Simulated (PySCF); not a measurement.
**ZnI at other levels of theory**

Aim: see what other levels and later steps give for ZnI.

Computed with PySCF 2.14.0. Level: method and basis as typed in the scripts.

4 further runs of the same task are left out: 1 for a known fault of the program, 3 that didn't finish.

## 1. The system as given

ZnI: 2 atoms, charge 0, spin multiplicity 2.

Bond lengths: Zn1–I2 2.441 Å.

## 2. The run that the others are compared with

The input, input.py:

```python
from pyscf import gto, scf, mp

mol = gto.M(
    atom='Zn 0 0 0; I 0 0 2.441',
    basis='sbkjc',
    ecp={'Zn': 'sbkjc', 'I': 'sbkjc'},
    charge=0,
    spin=1,
    verbose=4,
)
mf = scf.UHF(mol)
mf.kernel()
mp.MP2(mf).kernel()
mf.dip_moment()
print('orbital energies (hartree):', [e[max(0, n-3):n+3].round(4) for e, n in zip(mf.mo_energy, mol.nelec)])
```

The run is started by

```
$ OMP_NUM_THREADS=1 python input.py
```

Its log is not repeated here.

It gives: E(SCF) = -236.201560 Eh, E(MP2) − E(SCF) = -0.43039 Eh, ⟨S²⟩ = 0.756, μ = 3.11 D (of the SCF density).

The bond length is a typed value, not an optimised one.

## 3. Frequency run

Run 1 changes step after the SCF: mp2 → frequency.

The input, input.py:

```python
from pyscf import gto, scf
from pyscf.hessian import thermo

mol = gto.M(
    atom='Zn 0 0 0; I 0 0 2.441',
    basis='sbkjc',
    ecp={'Zn': 'sbkjc', 'I': 'sbkjc'},
    charge=0,
    spin=1,
    verbose=4,
)
mf = scf.UHF(mol)
mf.kernel()
hess = mf.Hessian().kernel()
print('wavenumber (cm^-1) =', thermo.harmonic_analysis(mol, hess)['freq_wavenumber'].round(1))
mf.dip_moment()
print('orbital energies (hartree):', [e[max(0, n-3):n+3].round(4) for e, n in zip(mf.mo_energy, mol.nelec)])
```

The run is started by

```
$ OMP_NUM_THREADS=1 python input.py
```

## 4. Pw91 (UKS)

Run 2 changes functional: none (Hartree–Fock) → pw91; SCF type: UHF → UKS; step after the SCF: mp2 → analyze.

input.py: that of step 2 with these lines changed.

```diff
@@ -1,2 +1,2 @@
-from pyscf import gto, scf, mp
+from pyscf import gto, dft
 
@@ -10,5 +10,5 @@
 )
-mf = scf.UHF(mol)
+mf = dft.UKS(mol, xc='pw91')
 mf.kernel()
-mp.MP2(mf).kernel()
+mf.mulliken_pop()
 mf.dip_moment()
```

## 5. RHF

Run 3 changes SCF type: UHF → RHF.

The input, input.py:

```python
from pyscf import gto, scf, mp

mol = gto.M(
    atom='Zn 0 0 0; I 0 0 2.441',
    basis='sbkjc',
    ecp={'Zn': 'sbkjc', 'I': 'sbkjc'},
    charge=0,
    spin=1,
    verbose=4,
)
mf = scf.RHF(mol)
mf.kernel()
mp.MP2(mf).kernel()
mf.dip_moment()
print('orbital energies (hartree):', mf.mo_energy[..., max(0, mol.nelec[1]-3):mol.nelec[0]+3].round(4))
```

Q: Predict the outcome of this session. Wanted: for each run, E(SCF); from base; gap, α spin; SCF dipole; after the SCF.

The runs gave:

| run | E(SCF) (hartree) | from base (eV) | cycles | gap, α spin (eV) | SCF dipole (D) | after the SCF |
| --- | --- | --- | --- | --- | --- | --- |
| base | -236.201560 | 0 | 16 | 9.48 | 3.11 | MP2 correlation -11.712 eV |
| frequency run | -236.201560 | 0.0000 | 16 | 9.48 | 3.11 | highest mode 271 cm⁻¹ |
| pw91 (UKS) | -237.666505 | not comparable | 28 | 3.79 | 2.09 | n/a |
| RHF | -236.200184 | +0.0374 | 15 | n/a | 3.17 | MP2 correlation -11.707 eV |

**Reading.** A lower total energy from another functional means nothing by itself. The dearest run is “frequency run”, at 18 s against 1.5 s.
